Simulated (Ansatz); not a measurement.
# CH3NSe2: the cost of one run

Method: RKS B3LYP/def2-SVP, in Ansatz 0.2.0.

## (1) The structure to begin with

Bond lengths: N1–C2 1.239 Å, C2–Se3 1.889 Å, C2–Se4 1.950 Å, N1–H5 1.083 Å, Se3–H6 1.549 Å, Se4–H7 1.532 Å. Angles: N1–C2–Se3 118.3°, N1–C2–Se4 123.9°, Se3–C2–Se4 117.8°, C2–N1–H5 120.3°, C2–Se3–H6 91.9°, C2–Se4–H7 89.8°.

Coordinates:

```xyz
7

N    -1.2502   -0.6097    0.4302
C    -0.0570   -0.4573    0.1333
Se    1.2089   -0.3666    1.5322
Se    0.6036   -0.3593   -1.6992
H    -2.0078   -0.6184   -0.3430
H     1.1278    1.1796    1.5742
H     0.4359    1.1637   -1.6734
```

## (2) End point A

input.yaml

```yaml
crystal:
  periodic: [false, false, false]
  atoms:
    - { symbol: "N", position_ang: [-1.2502, -0.6097, 0.4302] }
    - { symbol: C, position_ang: [-0.057, -0.4573, 0.1333] }
    - { symbol: Se, position_ang: [1.2089, -0.3666, 1.5322] }
    - { symbol: Se, position_ang: [0.6036, -0.3593, -1.6992] }
    - { symbol: H, position_ang: [-2.0078, -0.6184, -0.343] }
    - { symbol: H, position_ang: [1.1278, 1.1796, 1.5742] }
    - { symbol: H, position_ang: [0.4359, 1.1637, -1.6734] }
basis:
  gaussian: { orbitals: def2-SVP }
hamiltonian:
  xc: b3lyp
relax:
  f_tol: 0.015
  max_steps: 40
```

The run is started by

```bash
$ ansatz run input.yaml --threads 2 --pin off --max-ram 3072MiB --backend cpu --events-out ev --progress --plain --runs-dir out
```

**Question.** How long does this run take on 2 threads of Arm Neoverse V1, shared host, and how much memory does it need?

About 54 s, with a peak of 0.27 GiB.
